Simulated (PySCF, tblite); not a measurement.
# C₁₅H₁₂OSi: excited states

Aim: compute the excited states of C₁₅H₁₂OSi (`O=Cc1c2ccccc2c([SiH3])c2ccccc12`).

Programs: tblite 0.8.0 and PySCF 2.14.0, with routines of our own; each step states its level. All values are computed. Atoms count from 0.

## (1) The starting structure

29 atoms, charge 0, multiplicity 1; geometry from: force field or distance geometry start.

## (2) Geometry optimisation with GFN2-xTB

What the job is given:

```
{"job": {"kind": "relax", "xc": "GFN2-xTB", "basis": "xTB"}, "charge": 0, "multiplicity": 1}
O      0.897300    -3.616100     0.949700
C      1.059300    -2.813600     0.027000
C      0.540000    -1.435600     0.057300
C     -0.865400    -1.223500     0.210500
C     -1.776300    -2.310700     0.408900
C     -3.150600    -2.121000     0.547900
C     -3.651300    -0.836900     0.510900
C     -2.776100     0.241400     0.335600
C     -1.364900     0.088400     0.180400
C     -0.448200     1.186600    -0.016900
Si    -1.114900     3.004100    -0.024600
C      0.968800     0.949500    -0.209700
C      1.937900     1.972400    -0.444700
C      3.311200     1.713600    -0.610200
C      3.763600     0.427600    -0.516400
C      2.852100    -0.606300    -0.282000
C      1.457600    -0.373200    -0.152900
H      1.659600    -3.095000    -0.850900
H     -1.423400    -3.335700     0.445700
H     -3.797800    -2.971500     0.701200
H     -4.722300    -0.661400     0.632000
H     -3.260700     1.214900     0.306100
H     -1.472400     3.389100    -1.399300
H     -0.094000     3.946000     0.487200
H     -2.299000     3.149400     0.861000
H      1.650600     3.015800    -0.529700
H      4.001300     2.536900    -0.785100
H      4.826200     0.202200    -0.614400
H      3.272100    -1.609700    -0.213800
```

Command:

```console
$ OMP_NUM_THREADS=1 python excited_run.py task.json out
```

One launch serves the whole session: the jobs run in the order shown.

Standard output:

```text
step      E/eV     max force
  0   -1196.69934    2.479
  1   -1196.88599    2.495
  2   -1196.95234    1.094
  3   -1196.98600    0.490
  4   -1197.03261    0.504
  5   -1197.10268    0.582
  6   -1197.12251    0.405
  7   -1197.14713    0.224
  8   -1197.15618    0.177
  9   -1197.16136    0.150
 10   -1197.16444    0.118
 11   -1197.16729    0.136
 12   -1197.16918    0.097
 13   -1197.17044    0.083
 14   -1197.17159    0.078
 15   -1197.17294    0.105
 16   -1197.17435    0.097
 17   -1197.17572    0.078
 18   -1197.17717    0.094
 19   -1197.17894    0.089
 20   -1197.18095    0.102
 21   -1197.18278    0.085
 22   -1197.18415    0.068
 23   -1197.18518    0.069
 24   -1197.18611    0.068
 25   -1197.18717    0.059
 26   -1197.18847    0.077
 27   -1197.19009    0.083
 28   -1197.19183    0.096
 29   -1197.19343    0.082
 30   -1197.19486    0.056
 31   -1197.19631    0.072
 32   -1197.19800    0.096
 33   -1197.19976    0.095
 34   -1197.20106    0.066
 35   -1197.20186    0.083
 36   -1197.20221    0.186
 37   -1197.20310    0.090
 38   -1197.20391    0.072
 39   -1197.20470    0.054
 40   -1197.20517    0.044
 41   -1197.20557    0.060
 42   -1197.20602    0.052
 43   -1197.20639    0.038
 44   -1197.20665    0.045
 45   -1197.20694    0.053
 46   -1197.20720    0.048
 47   -1197.20739    0.030
 48   -1197.20752    0.023
 49   -1197.20764    0.027
 50   -1197.20776    0.029
 51   -1197.20789    0.027
 52   -1197.20803    0.030
 53   -1197.20821    0.037
 54   -1197.20845    0.041
 55   -1197.20877    0.039
 56   -1197.20913    0.037
 57   -1197.20947    0.038
 58   -1197.20975    0.038
 59   -1197.20998    0.026
 60   -1197.21018    0.026
 61   -1197.21041    0.038
 62   -1197.21066    0.052
 63   -1197.21091    0.042
 64   -1197.21112    0.027
 65   -1197.21128    0.024
 66   -1197.21145    0.041
 67   -1197.21161    0.044
 68   -1197.21177    0.027
 69   -1197.21191    0.024
 70   -1197.21203    0.026
 71   -1197.21215    0.034
 72   -1197.21226    0.025
 73   -1197.21235    0.017
 74   -1197.21242    0.024
 75   -1197.21249    0.028
 76   -1197.21257    0.020
 77   -1197.21266    0.022
 78   -1197.21276    0.027
 79   -1197.21287    0.040
 80   -1197.21300    0.039
 81   -1197.21312    0.025
 82   -1197.21322    0.019
 83   -1197.21330    0.029
 84   -1197.21337    0.031
 85   -1197.21343    0.020
 86   -1197.21349    0.014
 87   -1197.21354    0.023
 88   -1197.21359    0.030
 89   -1197.21364    0.022
 90   -1197.21371    0.021
 91   -1197.21378    0.025
 92   -1197.21387    0.040
 93   -1197.21396    0.043
 94   -1197.21405    0.028
 95   -1197.21413    0.024
 96   -1197.21421    0.040
 97   -1197.21431    0.045
 98   -1197.21443    0.038
 99   -1197.21453    0.019
100   -1197.21463    0.028
101   -1197.21473    0.046
102   -1197.21485    0.050
103   -1197.21498    0.034
104   -1197.21508    0.024
105   -1197.21517    0.026
106   -1197.21526    0.041
107   -1197.21537    0.042
108   -1197.21546    0.025
109   -1197.21552    0.018
110   -1197.21555    0.023
111   -1197.21559    0.022
112   -1197.21563    0.014
113   -1197.21566    0.015
114   -1197.21569    0.014
115   -1197.21571    0.016
116   -1197.21572    0.010
```

Wall time 1.8 s (1 thread of Arm Neoverse V2, shared host); peak memory 0.18 GiB.

Step by step: (not every step is listed)

| step | energy from step 0 (eV) | largest force (eV/Å) |
| --- | --- | --- |
| 0 | 0.0000 | 2.4787 |
| 1 | -0.1867 | 2.4952 |
| 2 | -0.2530 | 1.0941 |
| 3 | -0.2867 | 0.4903 |
| 4 | -0.3333 | 0.5038 |
| 5 | -0.4033 | 0.5824 |
| 6 | -0.4232 | 0.4046 |
| 7 | -0.4478 | 0.2245 |
| 8 | -0.4568 | 0.1770 |
| 18 | -0.4778 | 0.0941 |
| 28 | -0.4925 | 0.0961 |
| 38 | -0.5046 | 0.0724 |
| 48 | -0.5082 | 0.0235 |
| 58 | -0.5104 | 0.0380 |
| 68 | -0.5124 | 0.0271 |
| 78 | -0.5134 | 0.0274 |
| 88 | -0.5143 | 0.0295 |
| 98 | -0.5151 | 0.0377 |
| 108 | -0.5161 | 0.0252 |
| 111 | -0.5163 | 0.0220 |
| 112 | -0.5163 | 0.0143 |
| 113 | -0.5163 | 0.0152 |
| 114 | -0.5164 | 0.0144 |
| 115 | -0.5164 | 0.0164 |
| 116 | -0.5164 | 0.0096 |

Distances of close pairs at the start and the end, largest changes first:

| bond | before (Å) | after (Å) | change (Å) |
| --- | --- | --- | --- |
| C12–C13 | 1.407 | 1.361 | -0.046 |
| C9–C11 | 1.450 | 1.406 | -0.043 |
| C13–C14 | 1.366 | 1.406 | +0.040 |
| C8–C9 | 1.444 | 1.405 | -0.039 |
| C6–C7 | 1.400 | 1.361 | -0.039 |
| C14–C15 | 1.398 | 1.362 | -0.036 |
| C9–Si10 | 1.936 | 1.900 | -0.035 |
| C4–C5 | 1.394 | 1.362 | -0.032 |

The final coordinates are the input of the step that follows.

## (3) Harmonic vibrations with GFN2-xTB

What the job is given:

```
{"job": {"kind": "ir", "xc": "GFN2-xTB", "basis": "xTB"}, "charge": 0, "multiplicity": 1}
O      0.654892    -3.759951     0.885305
C      1.087337    -2.854825     0.211881
C      0.563077    -1.488786     0.124731
C     -0.824491    -1.249242     0.238475
C     -1.756929    -2.301590     0.421092
C     -3.095775    -2.061825     0.494653
C     -3.588509    -0.750902     0.366142
C     -2.724699     0.286129     0.189914
C     -1.320475     0.091182     0.136252
C     -0.441767     1.173997    -0.032775
Si    -1.053735     2.958999     0.193279
C      0.921242     0.912530    -0.258681
C      1.819516     1.953451    -0.608065
C      3.152495     1.730919    -0.767951
C      3.675378     0.441969    -0.562926
C      2.844605    -0.594844    -0.261710
C      1.441168    -0.416789    -0.146994
H      1.956043    -3.041067    -0.449412
H     -1.391950    -3.311967     0.503348
H     -3.786688    -2.879519     0.636496
H     -4.653963    -0.576140     0.394691
H     -3.109909     1.284217     0.051819
H     -1.485262     3.492584    -1.102061
H      0.002378     3.795404     0.766494
H     -2.147273     3.010201     1.164406
H      1.420010     2.941244    -0.774036
H      3.814382     2.537624    -1.045422
H      4.738974     0.278047    -0.653013
H      3.270021    -1.573097    -0.105074
```

Standard output:

```text
mode    cm-1     km/mol
  1      36.0      0.97
  2      58.1      0.06
  3      77.7      2.54
  4      92.7      5.27
  5     103.9      0.45
  6     125.3      4.79
  7     202.4      0.94
  8     237.2      2.79
  9     251.2      1.47
 10     270.5      9.50
 11     306.9      8.34
 12     328.0      2.02
 13     362.8      0.12
 14     397.8      0.47
 15     416.0      2.39
 16     440.5      1.58
 17     450.1      5.99
 18     459.2      1.24
 19     493.2     32.61
 20     521.7      8.02
 21     549.0      8.10
 22     561.8     17.29
 23     592.4     53.25
 24     599.8      8.59
 25     638.2      1.17
 26     665.1      3.79
 27     699.6      2.69
 28     732.1     12.11
 29     745.5     41.43
 30     757.4    132.64
 31     762.3     48.34
 32     771.4      4.31
 33     777.8    474.66
 34     854.5     51.48
 35     869.6     10.07
 36     884.7     17.28
 37     894.0     67.18
 38     897.9     22.24
 39     916.7      2.43
 40     921.5     10.85
 41     926.6      3.66
 42     928.7      3.68
 43     937.4     99.48
 44     943.2     11.74
 45    1060.7     18.67
 46    1093.4      2.50
 47    1094.3      2.25
 48    1134.3      0.11
 49    1183.7      2.58
 50    1184.7      4.75
 51    1191.3     11.35
 52    1233.6      0.29
 53    1258.8      4.95
 54    1266.7      0.90
 55    1287.1     11.85
 56    1330.5     46.03
 57    1347.7      1.14
 58    1364.9      2.07
 59    1400.6      7.54
 60    1406.1     16.03
 61    1423.0      3.70
 62    1433.3     32.70
 63    1471.1     21.26
 64    1510.4      0.88
 65    1526.2      2.66
 66    1530.9     14.89
 67    1605.6      1.98
 68    1618.6      5.22
 69    1722.2    502.25
 70    2240.0    312.75
 71    2245.0    298.89
 72    2269.9    223.68
 73    2756.4    114.08
 74    3078.2      9.38
 75    3079.9      5.61
 76    3088.0     86.37
 77    3088.3     11.30
 78    3098.8     48.75
 79    3102.5     62.36
 80    3106.7     30.97
 81    3123.2      4.08
```

It took 2.5 s on 1 thread of Arm Neoverse V2, shared host; peak memory 0.18 GiB.

Which atoms move in the most intense modes:

| cm⁻¹ | km/mol | atoms |
| --- | --- | --- |
| 757 | 132.6 | H22 54 %, H24 16 %, H23 15 % |
| 778 | 474.7 | H22 40 %, H23 27 %, H24 23 % |
| 937 | 99.5 | C9 18 % |
| 1722 | 502.2 | C1 60 %, O0 38 % |
| 2240 | 312.8 | H22 97 % |
| 2245 | 298.9 | H23 60 %, H24 36 % |
| 2270 | 223.7 | H24 61 %, H23 37 % |
| 2756 | 114.1 | H17 94 % |

## (4) Excited states: TDA BHandHLYP/def2-SVP

The job, as its differences from that of step 3:

```diff
@@ -1,2 +1,2 @@
-{"job": {"kind": "ir", "xc": "GFN2-xTB", "basis": "xTB"}, "charge": 0, "multiplicity": 1}
+{"job": {"kind": "states", "xc": "BHandHLYP", "basis": "def2-SVP", "tda": true, "soc": true, "nstates": 5, "ntriplets": 6, "nquad": 4}, "charge": 0, "multiplicity": 1}
 O      0.654892    -3.759951     0.885305
```

Level: TDA BHandHLYP/def2-SVP excited states, vertical, gas phase, spin-orbit mean-field couplings.

Standard output:

```text
coarse grid: 26440 points
cycle   1  E = -942.2838222519  dE =  4.041e+00  |g| = 8.133e-01  |ddm| = 6.975e+00
cycle   2  E = -942.1501494573  dE =  1.337e-01  |g| = 1.229e+00  |ddm| = 2.681e+00
cycle   3  E = -942.4468922194  dE = -2.967e-01  |g| = 1.026e-01  |ddm| = 1.699e+00
cycle   4  E = -942.4488731311  dE = -1.981e-03  |g| = 6.722e-02  |ddm| = 2.377e-01
cycle   5  E = -942.4500871368  dE = -1.214e-03  |g| = 1.997e-02  |ddm| = 1.229e-01
cycle   6  E = -942.4501949539  dE = -1.078e-04  |g| = 4.149e-03  |ddm| = 3.061e-02
cycle   7  E = -942.4502012058  dE = -6.252e-06  |g| = 2.693e-03  |ddm| = 1.155e-02
final grid: 255720 points
cycle   8  E = -942.5652193777  dE = -3.391e-05  |g| = 4.915e-03  |ddm| = 6.268e-02
cycle   9  E = -942.5652132717  dE =  6.106e-06  |g| = 6.923e-03  |ddm| = 1.767e-02
cycle  10  E = -942.5652266887  dE = -1.342e-05  |g| = 7.209e-04  |ddm| = 1.007e-02
cycle  11  E = -942.5652268310  dE = -1.423e-07  |g| = 2.229e-04  |ddm| = 1.213e-03
cycle  12  E = -942.5652268448  dE = -1.379e-08  |g| = 1.306e-04  |ddm| = 5.031e-04
cycle  13  E = -942.5652268491  dE = -4.318e-09  |g| = 3.521e-05  |ddm| = 2.245e-04
cycle  14  E = -942.5652268496  dE = -4.584e-10  |g| = 1.886e-05  |ddm| = 7.514e-05
converged SCF energy = -942.5652268496

Singlet excitations
state   eV       nm        f     d(h-e)  d(exc)  Lambda  PR(NTO)  |dmu|/D   mu/D   main configurations
  1   3.4591   358.4   0.23934   0.338   4.074   0.840   1.125    0.916    2.959   H->L 0.94
  2   3.8365   323.2   0.00104   1.134   2.990   0.574   1.053    3.094    1.566   H-3->L 0.44, H-3->L+2 0.23, H-2->L 0.15
  3   4.0932   302.9   0.04328   0.105   3.777   0.632   1.935    0.227    2.801   H-1->L 0.61, H->L+1 0.34
  4   4.7889   258.9   0.00665   0.266   4.050   0.673   1.076    0.654    3.417   H-2->L 0.79, H-3->L 0.16
  5   5.0458   245.7   0.00835   1.329   4.094   0.631   1.080                     H->L+2 0.94

Triplet excitations (Tamm-Dancoff)
state   eV     d(h-e)  d(exc)  Lambda  PR(NTO)   main configurations
  1   1.8119   0.062   3.612   0.833   1.141   H->L 0.92
  2   3.2620   0.887   2.842   0.594   1.201   H-3->L 0.27, H-3->L+2 0.27, H-2->L 0.24
  3   3.4155   0.168   3.478   0.653   1.476   H-1->L 0.59, H-2->L 0.18, H->L+3 0.10
  4   3.5001   0.155   3.218   0.637   2.004   H-1->L 0.30, H-3->L 0.19, H-2->L 0.16
  5   3.8570   0.434   3.139   0.691   2.415   H->L+2 0.51, H-4->L 0.23, H-2->L+3 0.11
  6   4.1239   0.158   3.717   0.635   1.174   H->L+1 0.91
S1 - T1 = 1.6471 eV

Spin-orbit couplings |<S|Hso|T>| (cm-1)
             T1       T2       T3       T4       T5       T6
S0        0.789   47.181    2.753   19.513    2.033    2.387
S1        0.140    6.846    0.122    2.096    1.164    0.292
S2        8.264    0.487    0.387    0.616   12.518    0.475
S3        1.060    0.363    0.070    0.066    1.743    0.055
S4        0.748    1.413    0.209    0.477    1.639    0.042
S5        1.229    6.364    0.191    2.627    0.180    0.722
T1 sublevels (cm-1): 0.000 0.000 0.001   radiative rates (1/s): 0.024 0.00956 0.515
```

Run time: 4.3 min. Hardware: 1 thread of Arm Neoverse V2, shared host; peak memory 1.5 GiB.

From this job:

| quantity | value |
| --- | --- |
| S1 less T1 | 1.65 eV |

The fields below are evaluated on a grid from the run's orbitals.

Frontier orbitals at BHandHLYP/def2-SVP, with the share of their density that lies nearest to each atom:

| orbital | energy (eV) | lies on |
| --- | --- | --- |
| HOMO | -6.66 | C2, C9 about 15 % each; C4, C7, C15 about 8 % each; C12 7 % |
| LUMO | -1.73 | C9 17 %; C2 13 % |

ELF in a plane through or near 23 of the atoms.

Ten even steps from ' ' (0.00) to '@' (1.00):
```
                                                        
                                                        
                          ....                          
                      ..::****::..                      
                      ::==::..==--                      
              ::%%%%  ....--::....  **%%::              
        --::  ::@@@@##  ==##%%==  ##@@@@::  ..--        
      ##@@@@==..**%%++..==####==..++%%**..==@@@@##      
      @@@@@@%%++%%--@@++%%::--%%++@@++%%**%%@@@@@@      
        ==++--::++::++::==----==..++--++..::**++..      
          ::##%%==  ++@@##    ##%%++  ==%%%%::          
      %%@@@@==..@@==%%--++****++--%%++%%::==@@@@##      
      @@@@@@##++++--**==**....**==**..**++##@@@@@@      
      --@@##  ::%%@@**  --@@%%..  ++@@%%..  ##%%--      
              ++@@@@  ..**::::@@==..@@@@==              
              ..==  ..++##++##@@@@  ..++..              
                    ::++**..  ++##..                    
                      ..--                              
                                                        
                                                        
```
The map spans 14.4 Å across and 12.8 Å up, centred on the molecule. Atoms in the plane (x, y in Å): C1 (0.0, -3.1), C2 (0.0, -1.6), C3 (-1.2, -0.9), C4 (-2.5, -1.5), C5 (-3.7, -0.9), C6 (-3.6, 0.6), C7 (-2.5, 1.2), C8 (-1.2, 0.5), C9 (0.0, 1.3), C11 (1.2, 0.5), C12 (2.5, 1.2), C13 (3.6, 0.5), C14 (3.6, -0.9), C15 (2.5, -1.6), C16 (1.2, -0.9), H17 (0.8, -3.5), H18 (-2.5, -2.6), H19 (-4.6, -1.4), H20 (-4.6, 1.1), H21 (-2.4, 2.3), H25 (2.4, 2.3), H26 (4.6, 1.1), H27 (4.6, -1.4).

log10 of the density (e/Å³) in the same plane.

Ten even steps from ' ' (-4.0) to '@' (1.2):
```
                                                        
                      ..::::::::..                      
                  ..::::--====----::..                  
                ..::--==++****++==--::..                
            ..::----==++**####**++==----::              
        ....::==++++++++**%%%%**++++++==--::....        
    ..::--====++**%%**++**####**++**##**++==----::      
    ::--++******##%%##****####****##%%##******++--::    
  ..::==**%%%%%%%%@@%%%%%%%%%%%%%%%%@@%%%%##%%**==::    
    ::--++**%%%%##**##%%######%%%%######%%%%**++==::    
    ..--++**##%%##**##%%##****##%%##**##%%##**++--..    
  ..::==**##%%%%%%##%%@@%%####%%@@%%##%%%%%%##**==::    
  ..::==**########@@######%%%%######%%########**==::    
    ..--==++++**##%%**++**####**++**####++++++==--..    
      ..::::--==****++++##%%%%##**++**++==--::::..      
            ..--====++**########**++====--..            
              ....--==++****++++==--::....              
                  ..::--====--::::..                    
                      ........                          
                                                        
```
The map spans 14.4 Å across and 12.8 Å up, centred on the molecule. Atoms in the plane (x, y in Å): C1 (0.0, -3.1), C2 (0.0, -1.6), C3 (-1.2, -0.9), C4 (-2.5, -1.5), C5 (-3.7, -0.9), C6 (-3.6, 0.6), C7 (-2.5, 1.2), C8 (-1.2, 0.5), C9 (0.0, 1.3), C11 (1.2, 0.5), C12 (2.5, 1.2), C13 (3.6, 0.5), C14 (3.6, -0.9), C15 (2.5, -1.6), C16 (1.2, -0.9), H17 (0.8, -3.5), H18 (-2.5, -2.6), H19 (-4.6, -1.4), H20 (-4.6, 1.1), H21 (-2.4, 2.3), H25 (2.4, 2.3), H26 (4.6, 1.1), H27 (4.6, -1.4).

On the surface of density 0.002 e/bohr³ the electrostatic potential runs, from the 1st to the 99th percentile, from -1.59 V near O0 to 1.06 V near H28.

## (5) What came out

```
                                                                  quantity                  value
                                 strongest single infrared mode (GFN2-xTB)  1722 cm⁻¹, 502 km/mol
                                              zero-point energy (GFN2-xTB)         132.1 kcal/mol
                               S1 less T1 (step 4, TDA BHandHLYP/def2-SVP)                1.65 eV
potential on the surface of density 0.002 e/bohr³, 1st and 99th percentile     -1.59 V and 1.06 V
```

In words: No mode is imaginary among the 81: a minimum at this level. The strongest single mode, at 1722 cm⁻¹, moves mainly C1 and O0. Unscaled tight-binding wavenumbers are off by several per cent, some by more. Its intensities can rank the bands wrongly. In step 4, the number of triplets below S1 is 3, and the largest singlet-triplet spin-orbit coupling is S0–T2, 47.18 cm⁻¹. By nearest atom (BHandHLYP/def2-SVP), the HOMO sits on C2, C9 about 15 % each; C4, C7, C15 about 8 % each and the LUMO on C9 17 %; C2 13 %.
